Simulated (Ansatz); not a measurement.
**HfGe: single point with PBE**

The system is HfGe.

```xyz
2
Lattice="3.2841 0.0000 0.0000 0.0000 3.2841 0.0000 0.0000 0.0000 4.1084" Properties=species:S:1:pos:R:3 pbc="T T T"
Hf    1.6420    1.6420    0.0000
Ge    0.0000    0.0000    0.0000
```

The cell was built by a generator and needn't be a form met in nature.

The cell isn't the ideal one: strained by +2 %.

| Property | Result |
| --- | --- |
| Program | Ansatz 0.2.0 |
| Task | single point |
| Functional | PBE |
| Potentials or basis | Ansatz PAW |
| Cutoff | 420 eV (not typed: the program's choice for these potentials) |
| k mesh | 8 × 8 × 7 |
| Occupations | fermi-dirac, width 0.05 eV |
| Spin | no spin polarisation |

The pressure is 48.4 GPa and the band gap on the k mesh is none (metal or under the smearing width).

Stress tensor (GPa, compression positive):
```
73.34  0.00  0.00
 0.00 73.34  0.00
 0.00  0.00 -1.60
```

Levels at points of the mesh, in eV from the Fermi level:
```tsv
k point	band 17	band 18	band 19	band 20	band 21	band 22	band 23	band 24
(0.00, 0.00, 0.00)	-10.61	-1.36	-1.35	0.18	3.36	3.36	3.36	3.86
(0.00, -0.50, 0.00)	-6.84	-5.39	-1.86	-1.71	-0.04	3.77	5.31	5.55
(-0.50, -0.50, 0.00)	-8.56	-0.67	-0.67	0.83	0.88	0.88	2.82	6.04
```

It took 2.6 s on 2 threads of Arm Neoverse V1, on a shared host, peak memory 0.37 GiB.

The run has no spin-orbit coupling, so splittings on Hf are missing.
